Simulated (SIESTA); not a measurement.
The system is DyAgB4F16.

```
Dy Ag B F
1.0
     5.40539   -0.12478   -0.02960
     0.15132    6.87214    0.16225
     0.52959    1.25889    9.42097
Dy Ag B F
1 1 4 16
Direct
  0.51926 0.02752 0.47238
  0.00308 0.96247 0.98684
  0.98119 0.21513 0.31959
  0.55178 0.22688 0.79930
  0.47337 0.81347 0.22481
  0.99486 0.73882 0.66272
  0.19674 0.24063 0.39809
  0.91781 0.00730 0.35012
  0.01586 0.28058 0.17896
  0.77162 0.30239 0.38449
  0.47614 0.41013 0.81522
  0.80733 0.19785 0.81155
  0.42093 0.07423 0.88754
  0.50163 0.19842 0.64733
  0.25481 0.75420 0.17645
  0.46718 0.02640 0.22928
  0.49267 0.73816 0.37648
  0.68047 0.76644 0.14835
  0.00443 0.57478 0.60200
  0.19811 0.87672 0.59928
  0.00419 0.71679 0.80764
  0.76655 0.85071 0.62158
```

The cell was built by a generator and needn't be a form met in nature.

Base run:

* Program: SIESTA 5.4.2
* Functional: PBE
* Potentials or basis: PseudoDojo 0.4 standard with PseudoDojo 3+ lanthanides (4f in the core) (PBE files)
* Basis: DZP (energy shift 0.003 Ry; two zetas on semicore shells)
* Grid cutoff: 800 Ry
* Energy shift: 0.003 Ry
* k mesh: 5 × 4 × 3
* Occupations: fermi-dirac, width 0.05 eV
* Spin: collinear spin, ferromagnetic start
* Starting moments: [5.0, 0.0, 0.0, 0.0, 0.0, 0.0, 0.0, 0.0, 0.0, 0.0, 0.0, 0.0, 0.0, 0.0, 0.0, 0.0, 0.0, 0.0, 0.0, 0.0, 0.0, 0.0] μB

Its results: band gap on the k mesh 4.31 eV, indirect (least direct gap 4.33 eV); pressure 0.6 GPa; net moment 0.00 μB per cell; largest force 0.588 eV/Å.

**Question.** The run is repeated on the same cell with these changes: functional from PBE to RPBE. What comes out?

**Answer.** Band gap on the k mesh 4.46 eV, indirect (least direct gap 4.48 eV); pressure 2.4 GPa; net moment 0.00 μB per cell; largest force 0.738 eV/Å.

RPBE binds less tightly than PBE, so the same cell stands under more pressure.

Caveats: the magnetic or orbital state may not be the lowest; short orbitals over semicore shells can move pressures by several GPa; spin-orbit coupling is left out, which moves the levels of the heavy elements; the 4f electrons are frozen in the core as for a trivalent ion, so they carry no moment and show no levels; the basis of atomic orbitals isn't converged, which shifts pressures, moduli and gaps; an odd mesh through Γ misses points on the zone boundary, where band edges often lie (some runs); the potentials were made for another functional, which shifts forces and pressure (some runs).

Not every run made on this cell is shown here.
